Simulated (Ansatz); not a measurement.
From input file to script: BrF2Ge, SMILES [F][Ge]([F])[Br] in Ansatz 0.2.0.

```yaml
crystal:
  periodic: [false, false, false]
  atoms:
    - { symbol: F, position_ang: [1.0853, 0.8576, 1.0454] }
    - { symbol: Ge, position_ang: [-0.2104, -0.1819, 0.4264] }
    - { symbol: F, position_ang: [0.51, -1.6311, -0.2259] }
    - { symbol: Br, position_ang: [-1.3293, 0.8952, -1.2662] }
basis:
  gaussian: { orbitals: cc-pVDZ }
hamiltonian:
  xc: lc_wpbe
magnetization:
  spin_polarized: true
  initial_magnetization: 1.0
output:
  forces: true
```

The program run on that file:
```console
$ ansatz run input.yaml --threads 1 --pin off --max-ram 4096MiB --backend cpu --events-out ev --progress --plain --runs-dir out
Engine: ansatz 0.2.0, x86_64-unknown-linux-gnu
Functional definition: LC-wPBE
  parameter omega = 0.4/bohr
  exchange = pbe_x_sr(omega) + exact_x_lr(omega)
  correlation = pbe_c
1007 factors; their error is unknown
226 factors; integrals over basis functions are off by at most 7.4e-6 eV
mean field evaluation 1: about -131974.6222 eV, gradient 3.2e1 eV
mean field evaluation 2: about -131973.3157 eV, gradient 4.2e1 eV
mean field evaluation 4: about -131978.5098 eV, gradient 9.9e-1 eV
mean field evaluation 8: about -131978.4939 eV, gradient 1.0e-1 eV
mean field evaluation 16: about -131978.4941 eV, gradient 2.0e-4 eV
mean field -131978.49411691 eV, -4850.1202005602 hartree, gradient 7.0e-5 eV, S^2 0.756472; 0 other end points of the search recorded, 0 dependent functions left out
the calculation of the forces begins
reference -131978.49411692 eV, -4850.1202005603 hartree; 43, 42 occupied and 39, 40 virtual orbitals, 1007 factors
Total energy: -131978.49411692 eV, -4850.1202005603 hartree
Atom 0 at     1.085300     0.857600     1.045400 Å, force    -0.554649    -0.604960    -0.431393 eV/Å
Atom 1 at    -0.210400    -0.181900     0.426400 Å, force     0.317001     0.445801     0.237796 eV/Å
Atom 2 at     0.510000    -1.631100    -0.225900 Å, force     0.090055     0.224996     0.067249 eV/Å
Atom 3 at    -1.329300     0.895200    -1.266200 Å, force     0.147594    -0.065837     0.126349 eV/Å
Dipole moment:    -0.326879    -0.024630     0.156749 e Å
```

The script, `energy_brf2ge.py`:
```python
import warnings

import ansatz as az
import numpy as np

GEOMETRY = '''
F     1.08530    0.85760    1.04540
Ge   -0.21040   -0.18190    0.42640
F     0.51000   -1.63110   -0.22590
Br   -1.32930    0.89520   -1.26620
'''


def main() -> None:
    warnings.simplefilter('ignore', az.DeckWarning)

    geometry = az.Crystal.molecule()
    for line in GEOMETRY.strip().splitlines():
        symbol, *xyz = line.split()
        geometry = geometry.atom(symbol, [float(v) for v in xyz])

    job = (
        geometry.calculation()
        .basis(gaussian='cc-pVDZ')
        .functional('LC-wPBE')
        .spin('collinear', total=1)
        .forces()
    )
    result = job.run(threads=1, backend='cpu')
    rep = result.report

    print('reference energy %16.6f eV' % rep['reference_energy_ev'])
    print('total energy     %16.6f eV' % rep['free_energy_ev'])
    print('occupied orbitals outside the frozen core (up, down):', rep['n_occupied'], ' frozen:', rep['n_frozen'], ' virtual:', rep['n_virtual'])

    field = rep['mean_field']
    print('<S^2> =', round(abs(field['state']['spin_squared']), 4), ' all-electron relativity setting:', field['relativity'])
    print('passes:', field['passes'])
    if 'symmetry' in field:
        print('occupied orbitals by irrep:', field['symmetry']['occupied'])

    symbols = [site.symbol for site in geometry.cartesian_sites]
    print('forces (eV/A)')
    for symbol, f in zip(symbols, rep['forces_ev_ang']):
        print(f'  {symbol:2s} {f[0]:9.4f} {f[1]:9.4f} {f[2]:9.4f}')

    charges = rep['charge_distribution']
    dipole = np.array(charges['dipole_moment_e_ang']) * 4.803205
    print('dipole (D): {:.3f} {:.3f} {:.3f}, length {:.3f}'.format(*dipole, np.linalg.norm(dipole)))
    print('atom  Mulliken   Lowdin')
    for symbol, m, l in zip(symbols, charges['mulliken_charges_e'], charges['lowdin_charges_e']):
        print(f'{symbol:4s} {m:9.3f} {l:8.3f}')


if __name__ == '__main__':
    main()
```

Output of `python energy_brf2ge.py`:
```text
reference energy   -131978.494117 eV
total energy       -131978.494117 eV
occupied orbitals outside the frozen core (up, down): [43, 42]  frozen: 0  virtual: [39, 40]
<S^2> = 0.7565  all-electron relativity setting: none
passes: {'evaluations': 16, 'products': 15}
occupied orbitals by irrep: [{'A': 43}, {'A': 42}]
forces (eV/A)
  F    -0.5546   -0.6050   -0.4314
  Ge    0.3170    0.4458    0.2378
  F     0.0901    0.2250    0.0672
  Br    0.1476   -0.0658    0.1263
dipole (D): -1.570 -0.118 0.753, length 1.745
atom  Mulliken   Lowdin
F       -0.324   -0.044
Ge       0.807   -0.054
F       -0.315   -0.024
Br      -0.168    0.122
```

Reading the output:
- Total energies depend on the basis set; only differences at equal settings carry meaning.
- The geometry is a force-field or estimated start, not a minimum of this method, and the basis set is short of its limit.
- The species is open-shell (spin multiplicity 2).
- The Löwdin charges here are taken after orthogonalising the functions within each atom; they differ from plain Löwdin charges, and their signs can be unphysical.
- Wall time of the script: 3.9 s on 1 thread of Intel(R) Xeon(R) Platinum 8488C (Sapphire Rapids), on a shared host, peak memory 0.27 GiB.

(Lines on the test bed's own set-up are left out of the output.)
